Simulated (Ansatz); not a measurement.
# ScAlN2: the cost of one run

Method: DFT PBE, scalar-relativistic, plane waves, PAW, in Ansatz 0.2.0.

### 1 The system as given

Symmetry: P6/mmm, No. 191, hexagonal system. Conventional cell: a = 3.873 Å, b = 3.873 Å, c = 4.354 Å, α = 90.00°, β = 90.00°, γ = 120.00°. Sc (site symmetry 6/mmm) has 2 Al at 2.18 Å and 6 N at 2.24 Å as nearest neighbours. Al (site symmetry 6/mmm) has 2 Sc at 2.18 Å as nearest neighbours. N (site symmetry -6m2) is surrounded by 3 N at 2.24 Å and 3 Sc at 2.24 Å.

Coordinates:

```xyz
4
Lattice="3.8730 0.0000 0.0000 -1.9365 3.3541 0.0000 0.0000 0.0000 4.3544" Properties=species:S:1:pos:R:3 pbc="T T T"
Sc    0.0000    0.0000    2.1772
Al    0.0000    0.0000    0.0000
N     0.0000    2.2361    2.1772
N     1.9365    1.1180    2.1772
```

Recipe of the guess: random cell by space group and Wyckoff sites (P6/mmm, No. 191). The dimensions are guesses.

### 2 The guess as it stands, on a coarse mesh

Input file input.yaml:

```yaml
crystal:
  lattice:
    - [3.8730378, 0.0, 0.0]
    - [-1.9365189, 3.35414912, 0.0]
    - [0.0, 0.0, 4.35444104]
  atoms:
    - { symbol: Sc, position: [0.0, 0.0, 0.5] }
    - { symbol: Al, position: [0.0, 0.0, 0.0] }
    - { symbol: "N", position: [0.33333333, 0.66666667, 0.5] }
    - { symbol: "N", position: [0.66666667, 0.33333333, 0.5] }
basis:
  ecutwfc: 420
kpoints:
  mp_grid: { grid: [6, 6, 4] }
hamiltonian:
  xc: pbe
scf:
  occupations: { method: gaussian, width: 0.1 }
  lower_state_search: "off"
output:
  forces: true
  stress: true
  eigenvalues: true
```

Launch:

```bash
> ansatz run input.yaml --threads 1 --pin off --max-ram 2560MiB --backend cpu --events-out ev --progress --plain --runs-dir out
```

**Question.** How long does this run take on 1 thread of Arm Neoverse V2, shared host, and how much memory does it need?

About 1.3 s, with a peak of 0.3 GiB.
